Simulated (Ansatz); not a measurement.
# ClH7O3Si3: the cost of one run

The runs use Ansatz 0.2.0, Gaussian basis; PBE0-D4/def2-TZVP structures, single points in def2-TZVPP, no counterpoise correction.

Levels: SPW92, PBE-D4, BLYP-D4, r2SCAN-D4, B97M-V, PBE0-D4, B3LYP-D4, r2SCAN0-D4, BHLYP-D4, CAM-B3LYP-D4, wB97X-V, wB97M-V, B2PLYP, PBE-QIDH, RPA on PBE, Hartree-Fock, MP2, CCSD, CCSD(T).

Correlated methods freeze the cores. B3LYP uses VWN-RPA correlation. B2PLYP carries no dispersion term here.

94 further runs of the same task are left out: 94 set aside as unsound or not needed. Runs told in other sessions of the task aren't counted.

**1. Starting geometry**

The complex: 20 atoms, charge 0, spin multiplicity 1.

Atoms are counted from 1 here; the program's logs count them from 0.

Bond lengths: Si1–O4 1.599 Å, Si1–O6 1.604 Å, Si1–Cl8 2.040 Å, Si1–O10 1.641 Å, O2–Si3 1.646 Å, O2–H9 0.966 Å, Si3–H11 1.490 Å, Si3–H12 1.486 Å, Si3–H13 1.485 Å, O4–Si5 1.649 Å, Si5–H14 1.481 Å, Si5–H15 1.481 Å, Si5–H16 1.484 Å, O6–Si7 1.645 Å, Si7–H17 1.481 Å, Si7–H18 1.483 Å, Si7–H19 1.483 Å, O10–H20 0.959 Å. Angles: O4–Si1–O6 111.0°, O4–Si1–Cl8 107.9°, O4–Si1–O10 112.0°, O6–Si1–Cl8 110.9°, O6–Si1–O10 106.7°, Cl8–Si1–O10 108.3°, Si3–O2–H9 117.5°, O2–Si3–H11 110.7°, O2–Si3–H12 110.0°, O2–Si3–H13 109.4°, H11–Si3–H12 108.8°, H11–Si3–H13 109.2°, H12–Si3–H13 108.7°, Si1–O4–Si5 147.8°, O4–Si5–H14 110.5°, O4–Si5–H15 109.7°, O4–Si5–H16 106.4°, H14–Si5–H15 111.1° and more.

Coordinates:

```xyz
20
ClH11O4Si4
Si    0.73579   -1.33059    0.66292
O     0.91817    1.73897   -0.45406
Si   -0.30613    2.01010   -1.52022
O     0.64656   -0.42240    1.97575
Si    0.22006    1.02246    2.64685
O    -0.61111   -1.22383   -0.20100
Si   -1.58474   -1.88263   -1.35208
Cl    1.07312   -3.25425    1.25158
H     1.49576    0.98300   -0.62062
O     1.96504   -0.87035   -0.32215
H    -0.35922    0.93301   -2.54789
H    -0.10586    3.31459   -2.20319
H    -1.59744    2.05021   -0.78835
H    -0.96953    1.58122    1.96330
H     1.36313    1.96090    2.57901
H    -0.10900    0.74515    4.06713
H    -2.68638   -0.92611   -1.60385
H    -0.81158   -2.11302   -2.59673
H    -2.12836   -3.16995   -0.85443
H     2.85149   -1.14638   -0.08198
```

Its parts: ClH7O3Si3 holds atoms 1, 4, 5, 6, 7, 8, 10, 14, 15, 16, 17, 18, 19, 20; SiH4O holds atoms 2, 3, 9, 11, 12, 13. Each part counts its atoms afresh in its own runs.

**2. Relaxing ClH7O3Si3 alone**

Contents of relax-a/in.yaml:

```yaml
crystal:
  periodic: [false, false, false]
  atoms:
    - {symbol: Si, position_ang: [0.735786, -1.330594, 0.662918]}
    - {symbol: O, position_ang: [0.646564, -0.422395, 1.975755]}
    - {symbol: Si, position_ang: [0.220058, 1.022459, 2.646850]}
    - {symbol: O, position_ang: [-0.611108, -1.223830, -0.201002]}
    - {symbol: Si, position_ang: [-1.584739, -1.882628, -1.352082]}
    - {symbol: Cl, position_ang: [1.073117, -3.254245, 1.251585]}
    - {symbol: O, position_ang: [1.965045, -0.870351, -0.322146]}
    - {symbol: H, position_ang: [-0.969528, 1.581218, 1.963298]}
    - {symbol: H, position_ang: [1.363134, 1.960901, 2.579013]}
    - {symbol: H, position_ang: [-0.108999, 0.745154, 4.067133]}
    - {symbol: H, position_ang: [-2.686376, -0.926109, -1.603850]}
    - {symbol: H, position_ang: [-0.811576, -2.113020, -2.596732]}
    - {symbol: H, position_ang: [-2.128358, -3.169954, -0.854433]}
    - {symbol: H, position_ang: [2.851495, -1.146381, -0.081976]}
basis:
  gaussian: {orbitals: def2-TZVP}
hamiltonian: {xc: pbe0, dispersion: d4}
relax: {f_tol: 0.005, max_steps: 200}
```

Started as:

```sh
$ ansatz run in.yaml --threads 4 --pin off --events-out ev --progress --plain --max-ram 66560MiB --backend cuda --devices 0, --max-vram 37GiB
```

**Question.** How long does this run take on 1 × a share of an NVIDIA H100 with 4 threads of AMD EPYC 7R13, shared host?

About 3.6 min.
